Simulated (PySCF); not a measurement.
**RuCl₂⁺: doublet, from a bent start**

Where does doublet RuCl₂⁺ go from a bent start, is the end point a minimum, and what are its modes, charges and moments?

Program: PySCF 2.14.0. Level of theory: PBE0, basis Ru def2-TZVP with ECP28, Cl def2-TZVP, scalar-relativistic core potentials, no spin–orbit coupling, density fitting. These are calculated values, not measurements.

## (1) The starting structure

3 atoms, charge 1, spin multiplicity 2.

Bond lengths: Ru1–Cl2 2.195 Å, Ru1–Cl3 2.195 Å. Angles: Cl2–Ru1–Cl3 110.0°.

Coordinates in bohr (charge 1 multiplicity 2):
```
Ru    0.0000    0.0000    0.0000
Cl    3.3981    0.0000    2.3794
Cl   -3.3981    0.0000    2.3794
```

## (2) The SCF at the typed geometry

One driver script runs all steps and calls PySCF; scf.py shows how it sets up the SCF of each step. The optimiser is the driver's own. After this first run the driver tries any further starts and a stability analysis.

scf.py reads:

```python
from pyscf import gto, scf, dft
mol = gto.M(atom='''
Ru     0.000000     0.000000     0.000000
Cl     1.798200     0.000000     1.259100
Cl    -1.798200     0.000000     1.259100''',
    basis={'Ru': 'def2-TZVP', 'Cl': 'def2-TZVP'},
    ecp={'Ru': 'def2-TZVP'},
    charge=1, spin=1)
mf = dft.UKS(mol, xc='PBE0')
mf.grids.atom_grid = (50, 194)
aux = {'Ru': 'def2-universal-JKFIT', 'Cl': 'def2-universal-JKFIT'}
mf = mf.density_fit(auxbasis=aux)
mf.conv_tol = 1e-08
mf.diis_space = 10
mf.max_cycle = 60
mf.init_guess = 'minao'
mf.verbose = 4
mf.kernel()
```

Command:

```
> OMP_NUM_THREADS=4 python axn.py task.json out
```

Output:

```text
init E= -1007.25086212408
[... the frontier-level lines of each cycle are left out ...]
cycle= 1 E= -1013.90746136124  delta_E= -6.66  |g|= 1.35  |ddm|= 2.94
cycle= 2 E= -1005.58947601182  delta_E= 8.32  |g|= 3.08  |ddm|= 5.17
cycle= 3 E= -1014.27338371316  delta_E= -8.68  |g|= 0.89  |ddm|= 5.12
cycle= 4 E= -1014.57333046239  delta_E= -0.3  |g|= 0.379  |ddm|= 0.736
cycle= 5 E= -1014.6530479629  delta_E= -0.0797  |g|= 0.0907  |ddm|= 0.263
cycle= 6 E= -1014.6583762921  delta_E= -0.00533  |g|= 0.0434  |ddm|= 0.107
cycle= 7 E= -1014.66488349381  delta_E= -0.00651  |g|= 0.0362  |ddm|= 0.142
cycle= 8 E= -1014.66597817477  delta_E= -0.00109  |g|= 0.0376  |ddm|= 0.0228
cycle= 9 E= -1014.6545669585  delta_E= 0.0114  |g|= 0.0375  |ddm|= 0.335
cycle= 10 E= -1014.65510119773  delta_E= -0.000534  |g|= 0.0319  |ddm|= 0.138
cycle= 11 E= -1014.65503397053  delta_E= 6.72e-05  |g|= 0.0194  |ddm|= 0.132
cycle= 12 E= -1014.65511009088  delta_E= -7.61e-05  |g|= 0.00899  |ddm|= 0.0169
cycle= 13 E= -1014.65506816575  delta_E= 4.19e-05  |g|= 0.00264  |ddm|= 0.0219
cycle= 14 E= -1014.65505802525  delta_E= 1.01e-05  |g|= 0.000502  |ddm|= 0.0137
cycle= 15 E= -1014.65505954314  delta_E= -1.52e-06  |g|= 0.000694  |ddm|= 0.00449
cycle= 16 E= -1014.65505932845  delta_E= 2.15e-07  |g|= 0.000249  |ddm|= 0.00397
cycle= 17 E= -1014.6550593133  delta_E= 1.52e-08  |g|= 8.4e-05  |ddm|= 0.00142
cycle= 18 E= -1014.65505933952  delta_E= -2.62e-08  |g|= 3.65e-05  |ddm|= 0.000519
cycle= 19 E= -1014.65505934515  delta_E= -5.63e-09  |g|= 1.84e-05  |ddm|= 0.00019
Extra cycle  E= -1014.65505934706  delta_E= -1.91e-09  |g|= 2.03e-05  |ddm|= 8.02e-05
converged SCF energy = -1014.65505934706  <S^2> = 0.7574727  2S+1 = 2.0074588
```

This step, with its further starts and checks, took 15 s on 4 threads of Arm Neoverse V2, shared host.

The starts that the driver tried:

```
                      start   energy (Eh)
    the minimal-basis guess  -1014.655059
a thermally smeared density  -1014.687068
      a smeared PBE density  -1014.686283
```

The first run landed in a state that is too high. Following the other starts and the instabilities gains 84.0 kJ/mol (-1014.68707 Eh), and the work goes on from there.

## (3) Bent start, doublet: relaxation

The program finds C2v symmetry in the start, which this walk keeps. The walk stops when the largest gradient is under 0.0003 Eh/bohr and the energy has settled too.

scf.py, as its differences from that of step 2:

```diff
@@ -3,3 +3,3 @@
-Ru     0.000000     0.000000     0.000000
-Cl     1.798200     0.000000     1.259100
-Cl    -1.798200     0.000000     1.259100''',
+Ru     0.000000     0.000000    -0.512439
+Cl     1.798200     0.000000     0.746661
+Cl    -1.798200     0.000000     0.746661''',
@@ -16 +15,0 @@
-mf.init_guess = 'minao'
```

Energy and gradient, step by step:

```
step   energy (Eh)  change (kJ/mol)  largest symmetric gradient (Eh/bohr)
   0  -1014.687068             0.00                               0.04003
   1  -1014.693156           -15.98                               0.00902
   2  -1014.693411           -16.65                               0.00190
   3  -1014.693435           -16.72                               0.00056
   4  -1014.693449           -16.75                               0.00059
   5  -1014.693452           -16.76                               0.00021
```

The walk took 10 s.

Positions (Å) and forces (eV/Å) along the way:

```
step 0
Ru   0.000   0.000  -0.512   0.000   0.000   2.058
Cl   1.798   0.000   0.747  -1.384   0.000  -1.029
Cl  -1.798   0.000   0.747   1.384   0.000  -1.029
step 1
Ru   0.000   0.000  -0.461   0.000   0.000   0.464
Cl   1.761   0.000   0.721  -0.267   0.000  -0.232
Cl  -1.761   0.000   0.721   0.267   0.000  -0.232
step 3
Ru   0.000   0.000  -0.439   0.000   0.000   0.015
Cl   1.762   0.000   0.710   0.029   0.000  -0.007
Cl  -1.762   0.000   0.710  -0.029   0.000  -0.007
step 5
Ru   0.000   0.000  -0.428   0.000   0.000   0.011
Cl   1.774   0.000   0.705  -0.007   0.000  -0.005
Cl  -1.774   0.000   0.705   0.007   0.000  -0.005
```

End point (C2v, 5 steps, 16.8 kJ/mol gained): Ru–Cl 2.105 Å (×2); Cl–Ru–Cl 114.9°.

## (4) Is it a minimum? Harmonic modes

On the finer grid the gradient is checked again; gradients at displacements of ±0.02 bohr then give force constants and infrared intensities.

scf.py, as its differences from that of step 3:

```diff
@@ -3,3 +3,3 @@
-Ru     0.000000     0.000000    -0.512439
-Cl     1.798200     0.000000     0.746661
-Cl    -1.798200     0.000000     0.746661''',
+Ru     0.000000     0.000000    -0.463972
+Cl     1.770742     0.000000     0.673306
+Cl    -1.770742     0.000000     0.673306''',
@@ -10 +10 @@
-mf.grids.atom_grid = (50, 194)
+mf.grids.atom_grid = (75, 302)
@@ -13 +13 @@
-mf.conv_tol = 1e-08
+mf.conv_tol = 1e-10
```

The driver hands on the density of the step before, so the log starts near convergence.

Log of the central SCF (cycles and frontier levels):

```text
init E= -1014.6935941703
[... the frontier-level lines of each cycle are left out ...]
cycle= 1 E= -1014.6935941703  delta_E= 5e-12  |g|= 5.21e-06  |ddm|= 5.71e-06
Extra cycle  E= -1014.69359417018  delta_E= 1.16e-10  |g|= 1.69e-05  |ddm|= 1.33e-05
converged SCF energy = -1014.69359417018  <S^2> = 1.7333456  2S+1 = 2.816626
```

The whole step took 36 s.

Geometry: C2v; Ru–Cl 2.105 Å (×2); Cl–Ru–Cl 114.6°.

Modes, for the most abundant isotopes:

| symmetry | ω (cm⁻¹) | IR (km/mol) | μ (u) | type |
| --- | --- | --- | --- | --- |
| a1 | 106 | 2.1 | 41.55 | bend |
| a1 | 473 | 9.6 | 39.24 | stretch |
| b2 | 488 | 79.7 | 44.53 | stretch |

No imaginary mode, so this is a minimum.

Constants and moments:

- Dipole moment about the centre of mass: 1.88 D
- Highest occupied level: -13.98 eV
- Lowest empty level: -10.77 eV
- Rotational constants: 0.3143, 0.07687, 0.06176 cm⁻¹
- Zero-point energy: 6.4 kJ/mol
- Principal polarisabilities: 33.1, 41.9, 87.7 bohr³
- Principal traceless quadrupole moments about the centre of mass: -6.28, 0.64, 5.64 D Å
- Entropy at 298.15 K and 1 bar (electronic part: spin only): 303.7 J/(mol K)
- Heat capacity Cp at 298.15 K: 52.2 J/(mol K)
- Enthalpy at 298.15 K above 0 K: 13.07 kJ/mol
- Rotational symmetry number: 2
- Spin squared ⟨S²⟩: 1.733

Charges (e) and bond orders:

```
 atom  Mulliken  Löwdin  polar tensor  spin (Mulliken)  Mayer order to Ru1
  Ru1      1.08    0.26          1.49             0.51                   –
Cl2,3     -0.04    0.37         -0.25             0.25                1.43
```

Mulliken populations on Ru1 (outside its core potential): s 2.30, p 6.17, d 6.44, f 0.01.

## (5) Outcome

```
                                          quantity                                value
                                           minimum      broken-symmetry (Ms = 1/2), C2v
                                          geometry  Ru–Cl 2.105 Å (×2); Cl–Ru–Cl 114.6°
                                wavenumbers (cm⁻¹)         106 (a1), 473 (a1), 488 (b2)
                    dipole moment (centre of mass)                               1.88 D
highest occupied, lowest empty level (either spin)                    -13.98, -10.77 eV
                        polar-tensor charge of Ru1                              +1.49 e
                                 zero-point energy                           6.4 kJ/mol
                               entropy at 298.15 K                      303.7 J/(mol K)
                                              ⟨S²⟩                                1.733
```

What this shows: The molecule stays C2v, as typed, and the end point is a minimum. The determinant is spin-contaminated (⟨S²⟩ = 1.73 against 0.75), so it is no pure spin state. In the infrared the band at 488 cm⁻¹ (b2, stretch) leads. The first SCF alone would have been 84 kJ/mol too high. Other starts or spin states, not run here, may lie lower. One determinant may miss the lowest occupation of an open d or f shell.

The search up to here took 62 s.
